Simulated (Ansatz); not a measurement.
**BP (zincblende type): how the settings move a single-point run**

How sensitive is a single-point run of BP (zincblende type) to its settings? A reference run comes first, then one run with altered input.

Program: Ansatz 0.2.0. Level of theory: reference: DFT, LDA, PAW with Ansatz's default frozen-core files, scalar-relativistic. These are calculated values, not measurements.

### 1 The structure to begin with

Symmetry: F-43m, No. 216, cubic system. Conventional cell: a = 4.168 Å, b = 4.168 Å, c = 4.168 Å, α = 90.00°, β = 90.00°, γ = 90.00°. Around B (site symmetry -43m) lie 4 P at 1.80 Å. P (site symmetry -43m) is surrounded by 4 B at 1.80 Å.

Structure file:

```
B P
1.0
     0.00000    2.08411    2.08411
     2.08411    0.00000    2.08411
     2.08411    2.08411    0.00000
B P
1 1
Direct
  0.00000 0.00000 0.00000
  0.25000 0.25000 0.25000
```

### 2 The reference run

The input, input.yaml:

```yaml
crystal:
  lattice:
    - [0.0, 2.0841117159, 2.0841117159]
    - [2.0841117159, 0.0, 2.0841117159]
    - [2.0841117159, 2.0841117159, 0.0]
  atoms:
    - { symbol: B, position: [0.0, 0.0, 0.0] }
    - { symbol: P, position: [0.25, 0.25, 0.25] }
kpoints:
  mp_grid: { grid: [15, 15, 15] }
scf:
  occupations: { method: fermi_dirac, width: 0.08 }
hamiltonian:
  xc: lda
  pseudopotentials: { kind: paw }
output:
  forces: true
  stress: true
  eigenvalues: true
  populations: true
  write_density: true
  write_potential: true
  elf: true
  volumetric_format: npy
```

Command:

```console
ansatz run input.yaml --threads 1 --pin off --max-ram 2048MiB --backend cpu --events-out ev --progress --plain --runs-dir out
```

### 3 Changed: mp_grid.shift [0.5, 0.5, 0.5]

Edit input.yaml of step 2 so:

```diff
@@ -9,3 +9,3 @@
 kpoints:
-  mp_grid: { grid: [15, 15, 15] }
+  mp_grid: { grid: [15, 15, 15], shift: [0.5, 0.5, 0.5] }
 scf:
@@ -20,5 +20 @@
   populations: true
-  write_density: true
-  write_potential: true
-  elf: true
-  volumetric_format: npy
```

**Question.** What will these runs give? Wanted: for each run, ending; energy change; pressure; gap; force.

The runs gave:

```csv
run,ending,energy change,pressure (GPa),gap (eV),force (eV/Å),cycles,time
reference,converged,0,59.2,0.80,0.00,6,1.1 s
"1: mp_grid.shift [0.5, 0.5, 0.5]",converged,0.0 meV/atom,59.2,0.91,0.00,6,2.8 s
```

Times don't compare one to one where runs were asked for different outputs or read a saved state (see the inputs); cycles may leave out searches for a lower state.

Residual by cycle in the longest SCF loop of each run; runs are numbered as in the table. The quantity is the density residual dr2, in eV.

```csv
cycle,reference,run 1
1,0.0032,0.0032
2,7.5e-4,7.5e-4
3,1.9e-4,1.9e-4
4,6.9e-6,6.9e-6
5,2.6e-7,2.6e-7
6,2.4e-8,2.4e-8
```

What this shows: Changing the k-point mesh moves the energy by 0.0 meV/atom, and the gap on the mesh goes from 0.80 to 0.91 eV. Sampling errors of the energy have no fixed sign. A gap read on a mesh depends on which points the mesh holds, and a coarse mesh shifts the density too. The structure is not at rest: the sound run finds 59 GPa, so these are no properties of the relaxed crystal. 
